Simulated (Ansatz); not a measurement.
KCl, space group Fm-3m: a convergence test of the plane-wave cutoff, run with Ansatz's Python interface.

The script, `kcl_ecut.py`:
```python
"""Cutoff test for KCl."""

import ansatz as az
from tabulate import tabulate

system = (
    az.Lattice.fcc(6.29294)
    .space_group(225)
    .atom("K", (0.0, 0.0, 0.0))
    .atom("Cl", (0.5, 0.0, 0.0))
    .primitive()
)

setup = (
    system.calculation()
    .kpoints(mesh=(5, 5, 5), center="gamma")
    .functional("r2scan")
    .occupations(az.OccupationsMethod.FIXED)
)

rows = []
for value in [300, 400, 500, 600, 700, 800]:
    rep = setup.basis(value).run().report
    rows.append((value, rep["free_energy_ev"] / len(rep["lattice"]["sites"]), rep["n_iterations"], rep["n_pw"]))

print(tabulate(rows, headers=["cutoff (eV)", "F/atom (eV)", "iterations", "plane waves"], floatfmt=".4f", tablefmt="plain"))

# the last row is the reference
for row in rows[:-1]:
    shift = 1000 * (row[1] - rows[-1][1])
    print(f"{row[0]}: {shift:+.2f} meV/atom" + ("  (within 5 meV)" if abs(shift) < 5 else ""))
```

From which cutoff on is the energy per atom within 5 meV of the last row, and how does it get there?

From 400 eV on it stays within 5 meV an atom of the value at 800 eV; the first row (300 eV) is off by 13.2 meV and the last but one by 0.15 meV. The energy falls steadily, as expected when plane waves are added.

What the script printed:

```console
$ python kcl_ecut.py
DeckWarning: basis.ecutwfc = 300 eV is below the records' recommended 500 eV, and the density's cutoff is lower with it unless basis.ecutrho_ratio is high enough to keep the records' density cutoff: compare with a run at a higher cutoff
DeckWarning: basis.ecutwfc = 400 eV is below the records' recommended 500 eV, and the density's cutoff is lower with it unless basis.ecutrho_ratio is high enough to keep the records' density cutoff: compare with a run at a higher cutoff
  cutoff (eV)    F/atom (eV)    iterations    plane waves
          300     -1315.2241             6            725
          400     -1315.2356             6           1139
          500     -1315.2366             6           1591
          600     -1315.2370             6           2085
          700     -1315.2372             6           2685
          800     -1315.2373             6           3143
300: +13.21 meV/atom
400: +1.74 meV/atom  (within 5 meV)
500: +0.79 meV/atom  (within 5 meV)
600: +0.35 meV/atom  (within 5 meV)
700: +0.15 meV/atom  (within 5 meV)
```
(Warnings from the package without file and line.)

The structure is a deposited one; some such entries were measured under pressure or heat, so a shift against it needn't be the functional's error alone. Shifts are counted from the last row, which is itself no proven limit. The whole script took 12 s on 1 thread of Arm Neoverse V1, on a shared host, peak memory 0.56 GiB.
